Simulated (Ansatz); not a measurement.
Run this with the Ansatz DFT code, driven from Python and show what comes out.

Contents of `tihg.xyz`:
```text
2
Lattice="3.009 0.0 0.0 0.0 3.009 0.0 0.0 0.0 4.041" Properties=species:S:1:pos:R:3 pbc="T T T"
Ti    1.50450000    1.50450000    2.02050000
Hg    0.00000000    0.00000000    0.00000000
```

The script, `ecut.py`:
```python
'''Convergence of TiHg with the plane-wave cutoff.'''

import ansatz as az
from tabulate import tabulate

cell = az.Crystal.from_extxyz('tihg.xyz')

base = cell.calculation()
base = base.occupations(az.OccupationsMethod.FERMI_DIRAC, width=0.05)
base = base.kpoints(8, 8, 6)
base = base.functional('LDA')
base = base.forces()
base = base.stress()

rows = []
for value in [300, 375, 450, 525]:
    report = base.basis(value).run(threads=1, backend='cpu').report
    rows.append((value, report['free_energy_ev'] / len(report['lattice']['sites']), report['n_iterations'], sum(report['stress_gpa'][i][i] for i in range(3)) / 3, max(abs(f) for row in report['forces_ev_ang'] for f in row), report['n_pw']))

print(tabulate(rows, headers=['cutoff (eV)', 'F/atom (eV)', 'iterations', 'P (GPa)', 'max component (eV/A)', 'plane waves'], floatfmt='.4f', tablefmt='github'))

# differences from the last row
for row in rows[:-1]:
    shift = 1000 * (row[1] - rows[-1][1])
    print(f'{row[0]}: {shift:+.2f} meV/atom' + ('  (within 5 meV)' if abs(shift) < 5 else ''))
```

```console
$ python ecut.py
DeckWarning: basis.ecutwfc = 300 eV is below the records' recommended 420 eV, and the density's cutoff is lower with it unless basis.ecutrho_ratio is high enough to keep the records' density cutoff: compare with a run at a higher cutoff
DeckWarning: basis.ecutwfc = 375 eV is below the records' recommended 420 eV, and the density's cutoff is lower with it unless basis.ecutrho_ratio is high enough to keep the records' density cutoff: compare with a run at a higher cutoff
|   cutoff (eV) |   F/atom (eV) |   iterations |   P (GPa) |   max component (eV/A) |   plane waves |
|---------------|---------------|--------------|-----------|------------------------|---------------|
|           300 |    -7986.3778 |            7 |   -7.0508 |                 0.0000 |           439 |
|           375 |    -7986.5308 |            7 |   -6.7659 |                 0.0000 |           617 |
|           450 |    -7986.5336 |            7 |   -6.7942 |                 0.0000 |           797 |
|           525 |    -7986.5341 |            7 |   -6.7936 |                 0.0000 |          1015 |
300: +156.23 meV/atom
375: +3.33 meV/atom  (within 5 meV)
450: +0.44 meV/atom  (within 5 meV)
```
(Warnings from the package without file and line.)

From 375 eV on it stays within 5 meV an atom of the value at 525 eV; the first row (300 eV) is off by 156.2 meV and the last but one by 0.44 meV. The energy falls steadily, as expected when plane waves are added. The pressure moves from -7.05 to -6.79 GPa (the program's stress holds a Pulay correction, so it settles early).

Caveats:
- The mesh is modest for a metal, so energies can be off by several to tens of meV an atom and pressures by half a GPa or more; differences at equal mesh fare better.
- Forces vanish by symmetry here and test nothing.
- Pressure is positive in compression.
- Spin-orbit coupling, which matters for elements this heavy, is left out.
- The starting cell is as deposited in a crystallographic database; the results hold for this polymorph, which needn't be the stable one.
- Shifts are counted from the last row, which is itself no proven limit.
- Hardware and time: 3.6 s on 1 thread of AMD EPYC 9R45 96-Core Processor (Zen 5) (shared host), peak memory 0.46 GiB.
